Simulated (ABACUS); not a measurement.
Runs of ABACUS 3.10.1 on NiMoIrPdW. It takes space group Cm (No. 8, monoclinic). The conventional cell has a = 4.689 Å, b = 2.863 Å, c = 11.144 Å, α = 90.00°, β = 101.20°, γ = 90.00°. Ir (site symmetry m) is surrounded by 3 Ni at 2.59 to 2.61 Å and 3 Mo at 2.68 Å and 6 Ir at 2.75 to 2.86 Å. Around W (site symmetry m) lie 3 Pd at 2.74 to 2.75 Å and 6 W at 2.75 to 2.86 Å and 2 Mo at 2.78 Å. Around Pd (site symmetry m) lie 3 Ni at 2.67 to 2.68 Å and 3 W at 2.74 to 2.75 Å and 6 Pd at 2.75 to 2.86 Å. Mo (site symmetry m) is surrounded by 3 Ir at 2.68 Å and 6 Mo at 2.75 to 2.86 Å and 2 W at 2.78 Å. Ni (site symmetry m) is surrounded by 3 Ir at 2.59 to 2.61 Å and 3 Pd at 2.67 to 2.68 Å and 6 Ni at 2.75 to 2.86 Å. The cell was built by a generator and needn't be a form met in nature.

```tsv
fixed moment (μB)	pressure (GPa)	moment (μB)	largest force (eV/Å)
0.5	0.6	0.50	0.13
3.0	3.7	3.00	(a)
1.0	1.1	1.00	0.16
1.5	1.7	1.50	0.21
2.5	2.9	2.50	0.33
2.0	(b)	2.00	0.25
```

Alike in all rows: task single point; level PBE; potentials or basis PseudoDojo NC SR 0.4.1 PBE standard, DZP LCAO (the cutoffs set its grid); spin collinear, ferromagnetic start; cell as given; k mesh 8 × 8 × 2; cutoff (eV) 1361; smearing fermi-dirac 0.05 eV.

Q: Fill in the values left out.

A: (a) 0.52; (b) 2.2.

Caveats: the atomic orbitals were generated for these runs and aren't a published set; this set's palladium file may shift the pressure by some GPa; the basis of atomic orbitals isn't converged, which shifts pressures, moduli and gaps; the total moment is fixed, so each spin has its own Fermi level; the moment is held away from its start (some runs).
